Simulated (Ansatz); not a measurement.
AlSn under changes of volume

One of the cells (25.236 Å³/atom); the others are scaled copies at fixed shape and fractional positions:

```xyz
2
Lattice="4.1981 0.0000 0.0000 -2.0991 3.6357 0.0000 0.0000 0.0000 3.3068" Properties=species:S:1:pos:R:3 pbc="T T T"
Sn    0.0000    2.4238    1.6534
Al    0.0000    0.0000    0.0000
```

The cell comes from a database or a generator and needn't be the stable form of this composition.

* Program: Ansatz 0.2.0
* Functional: PBEsol
* Potentials or basis: all-electron LAPW, scalar-relativistic
* Cutoff: 175 eV (chosen from the basis error)
* Basis error allowed: 0.001 eV/atom
* k mesh: 7 × 7 × 8
* Occupations: fermi-dirac, width 0.05 eV
* Spin: no spin polarisation

| volume (Å³/atom) | energy over the lowest point (meV/atom) | pressure (GPa) |
| --- | --- | --- |
| 23.722 | 3.29 | 1.6 |
| 24.227 | 0.00 | 0.4 |
| 24.731 | 0.55 | -0.8 |
| 25.236 | 4.54 | -1.8 |
| 25.741 | ? | ? |
| 26.245 | 21.36 | -3.5 |
| 26.750 | 33.41 | -4.2 |

Task: What does the run at 25.741 Å³/atom give?

Result: Energy over the lowest point 11.60 meV/atom; pressure -2.7 GPa.

Worked out: A Birch-Murnaghan fit of order 3 (a polynomial in V^(-2/3)) to the other rows has its minimum at 24.40 Å³/atom with B0 = V·E''(V) = 57 GPa and B' = 5.0 at fixed shape and positions, which overstates the stiffness. It gives 11.62 meV/atom at 25.741 Å³/atom, against the run's 11.60, and -dE/dV = -2.7 GPa, against -2.7.

Energies are extrapolated to zero smearing.
